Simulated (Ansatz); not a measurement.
Consider an atomisation energy of CH5ClSSi, SMILES S[SiH2]CCl (Ansatz 0.2.0, Python API).

`tae.py`:
```python
'''Energy to split CH5ClSSi into its atoms.'''

from collections import Counter

import ansatz as az


def total_energy(molecule, charge=0, unpaired=0):
    calc = molecule.calculation().basis(gaussian='6-31G*').functional('r2SCAN')
    if charge:
        calc = calc.charge(charge)
    if unpaired:
        calc = calc.spin('collinear', total=unpaired)
    report = calc.run(threads=1, pin='off').report
    if report['published_state_doubts']:
        print('  doubts:', report['published_state_doubts'])
    return report['free_energy_ev']

ch5clssi = (
    az.Crystal.molecule()
    .atom('S', [-0.9096, 1.9892, -0.3988])
    .atom('Si', [0.2976, 0.5321, 0.4819])
    .atom('C', [-0.2669, -1.1259, -0.1097])
    .atom('Cl', [0.9125, -2.3651, 0.5785])
    .atom('H', [-0.4533, 1.9365, -1.667])
    .atom('H', [0.1874, 0.6882, 1.9562])
    .atom('H', [1.72, 0.8466, 0.069])
    .atom('H', [-0.15, -1.2001, -1.1915])
    .atom('H', [-1.2493, -1.3477, 0.2643])
)

# unpaired electrons of the ground-state atoms
unpaired = {'S': 2, 'Si': 2, 'C': 2, 'Cl': 1, 'H': 1}
counts = Counter(site.symbol for site in ch5clssi.cartesian_sites)
atom_energy = {s: total_energy(az.Crystal.molecule().atom(s, (0, 0, 0)), 0, unpaired[s]) for s in counts}
whole = total_energy(ch5clssi, 0, 0)
for s, e in atom_energy.items():
    print(f'{s:2s} x{counts[s]}  {e:14.5f} eV')
print(f'CH5ClSSi: {whole:.5f} eV')
split = sum(counts[s] * e for s, e in atom_energy.items()) - whole
print(f'atomisation energy (no zero-point term): {split:.3f} eV, {split / sum(counts.values()):.3f} eV an atom')
```

What does it cost to take this molecule apart into atoms?

29.240 eV from the electronic energies, without the zero-point term.

What the script printed:

Output of `python tae.py`:
```text
S  x1    -10831.68955 eV
Si x1     -7872.84156 eV
C  x1     -1029.12978 eV
Cl x1    -12519.61458 eV
H  x5       -13.55744 eV
CH5ClSSi: -32350.30293 eV
atomisation energy (no zero-point term): 29.240 eV, 3.249 eV an atom
```

What to keep in mind:
- Total energies depend on the basis set; only differences at equal settings carry meaning.
- The geometry is a force-field or estimated start, not a minimum of this method, and the basis set is short of its limit. All parts are taken at fixed geometry, without zero-point energy.
- Wall time of the script: 8 s on 1 thread of Arm Neoverse V2, on a shared host, peak memory 0.2 GiB.
